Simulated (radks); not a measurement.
**Nb in [Kr] 4d4 5s1: an all-electron calculation**

One table from this session's results is given with a row withheld; the runs are named, their logs left out.

Program: radks (a radial shooting solver on a logarithmic mesh, Libxc functionals) version 1. Level of theory: scalar-relativistic Kohn-Sham, PBE, spin-unpolarised, spherical densities, finite nucleus. These are calculated values, not measurements, unless marked.

**The atom as given**

| Property | Result |
| --- | --- |
| element | niobium (Z = 41) |
| charge | 0 |
| electrons | 41 |
| configuration | [Kr] 4d4 5s1 |
| nuclear rms radius | 4.324 fm |

The outer shells:

Nb
```
[Kr] core
4d [↑ ][↑ ][↑ ][↑ ][  ]
5s [↑ ]
```

Set-up of the first run:

The run's settings:

```text
Z 41
configuration [Kr] 4d4 5s1 5p0 6s0 4f0 5d0
relativity scalar-relativistic
functional pbe,pbe
spin unpolarised
nucleus finite rms 4.324 fm
c 137.035999084
```

One table of the session follows, with a row left open; its other results are not shown here.

It belongs to the step «Orbitals and density». Radial moments (bohr):

| level | <r> | outermost maximum (interpolated) | 90 % within | nodes |
| --- | --- | --- | --- | --- |
| 1s | 0.03609 | 0.0235 | 0.0646 | 0 |
| 2s | 0.1580 | 0.133 | 0.244 | 1 |
| 2p | 0.1377 | 0.106 | 0.224 | 0 |
| 3s | 0.4432 | 0.396 | 0.655 | 2 |
| 3p | 0.4458 | 0.389 | 0.674 | 1 |
| 3d | 0.4330 | 0.335 | 0.694 | 0 |
| 4s | ? | ? | ? | ? |
| 4p | 1.303 | 1.12 | 1.94 | 2 |
| 5s | 3.729 | 3.08 | 5.61 | 4 |
| 4d | 2.215 | 1.50 | 3.74 | 1 |
| 5p | 5.473 | 4.24 | 8.53 | 3 |

Q: Estimate the row for 4s from the others.

**Answer.** <r>: 1.159; outermost maximum (interpolated): 1.03; 90 % within: 1.69; nodes: 3. In the column «<r>» it lies between 3p (0.4458) and 4p (1.303).

To keep in mind: Spin polarisation and multiplet splitting are left out.
